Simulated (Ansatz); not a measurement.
# CH₉N₃Si: a ladder of functionals and wavefunction methods

One table from this session's results is given with a row withheld; the runs are named, their logs left out.

Method: functionals in def2-TZVPP, the program's frozen cores in correlated methods; program: Ansatz 0.2.0, Gaussian basis.

The runs, in order: PBE-D4, r2SCAN-D4, PBE0-D4, B3LYP-D4, ωB97X-V, ωB97M-V, B2PLYP; CCSD(T)/def2-TZVPP; MP2/def2-QZVPP; extrapolation to the limit.

**Structure used throughout**

The geometry comes from an earlier relaxation with PBE0-D4 in a triple-zeta def2 set; it is a stationary point, not always the lowest conformer.

SMILES `NCN[SiH2]N`, 14 atoms, charge 0, spin multiplicity 1.

Atoms are counted from 1 here; the program's logs count them from 0.

Bond lengths: N1–C2 1.450 Å, N1–H6 1.013 Å, N1–H7 1.013 Å, C2–N3 1.434 Å, C2–H8 1.099 Å, C2–H9 1.103 Å, N3–Si4 1.715 Å, N3–H10 1.009 Å, Si4–N5 1.717 Å, Si4–H11 1.487 Å, Si4–H12 1.485 Å, N5–H13 1.007 Å, N5–H14 1.007 Å. Angles: C2–N1–H6 110.1°, C2–N1–H7 111.1°, H6–N1–H7 108.2°, N1–C2–N3 109.9°, N1–C2–H8 106.9°, N1–C2–H9 114.1°, N3–C2–H8 112.5°, N3–C2–H9 107.0°, H8–C2–H9 106.5°, C2–N3–Si4 125.7°, C2–N3–H10 112.8°, Si4–N3–H10 120.5°, N3–Si4–N5 120.9°, N3–Si4–H11 106.9°, N3–Si4–H12 104.1°, N5–Si4–H11 103.8°, N5–Si4–H12 107.2°, H11–Si4–H12 114.3° and more.

The first run:

Input file in.yaml:

```yaml
crystal:
  periodic: [false, false, false]
  atoms:
    - {symbol: N, position_ang: [0.372244, 0.988260, 2.301847]}
    - {symbol: C, position_ang: [-0.001753, 0.950101, 0.901721]}
    - {symbol: N, position_ang: [-0.314731, -0.395299, 0.516212]}
    - {symbol: Si, position_ang: [0.155640, -1.150550, -0.949407]}
    - {symbol: N, position_ang: [-0.571875, -0.709979, -2.440814]}
    - {symbol: H, position_ang: [1.235233, 0.477517, 2.445939]}
    - {symbol: H, position_ang: [0.511253, 1.940688, 2.616405]}
    - {symbol: H, position_ang: [-0.855927, 1.631498, 0.780505]}
    - {symbol: H, position_ang: [0.784050, 1.308559, 0.215710]}
    - {symbol: H, position_ang: [-1.003075, -0.824562, 1.116045]}
    - {symbol: H, position_ang: [1.596152, -0.843077, -1.152354]}
    - {symbol: H, position_ang: [-0.136822, -2.588727, -0.726107]}
    - {symbol: H, position_ang: [-1.540970, -0.900413, -2.636818]}
    - {symbol: H, position_ang: [-0.242317, 0.086784, -2.960081]}
basis:
  gaussian: {orbitals: def2-TZVPP}
hamiltonian: {xc: pbe, dispersion: d4}
output: {forces: true, orbitals: {seedname: orbitals}}
```

Run with:

```
$ ansatz run in.yaml --threads 4 --pin off --events-out ev --progress --plain --max-ram 10444MiB
```

Steps of the session up to this table: PBE-D4 (GGA); r2SCAN-D4 (meta-GGA); PBE0-D4 (hybrid); B3LYP-D4 (hybrid); ωB97X-V (range-separated); ωB97M-V (range-separated); B2PLYP (double hybrid); CCSD(T) in def2-TZVPP; MP2 in def2-QZVPP.

One table of the session follows, with a row left open; its other results are not shown here.

| method | atomisation energy (kcal/mol) |
| --- | --- |
| PBE-D4 | 1192.5 |
| r2SCAN-D4 | 1164.8 |
| PBE0-D4 | 1170.0 |
| B3LYP-D4 | 1179.1 |
| ωB97X-V | 1180.1 |
| ωB97M-V | 1179.2 |
| B2PLYP | 1161.3 |
| HF/def2-TZVPP | 808.6 |
| MP2/def2-TZVPP | ? |
| CCSD/def2-TZVPP | 1119.2 |
| CCSD(T)/def2-TZVPP | 1135.7 |
| MP2/CBS | 1182.8 |
| CCSD(T)/CBS | 1173.4 |

Q: Estimate the row for MP2/def2-TZVPP from the others.

**Answer.** atomisation energy (kcal/mol): 1145.0. In the column «atomisation energy (kcal/mol)» it lies between CCSD(T)/def2-TZVPP (1135.7) and B2PLYP (1161.3).

Caveats from the session: Free atoms (3 N, 1 C, 1 Si, 9 H) were run apart at each level; the atomisation energy is their sum less the molecule, without zero-point or spin-orbit terms.
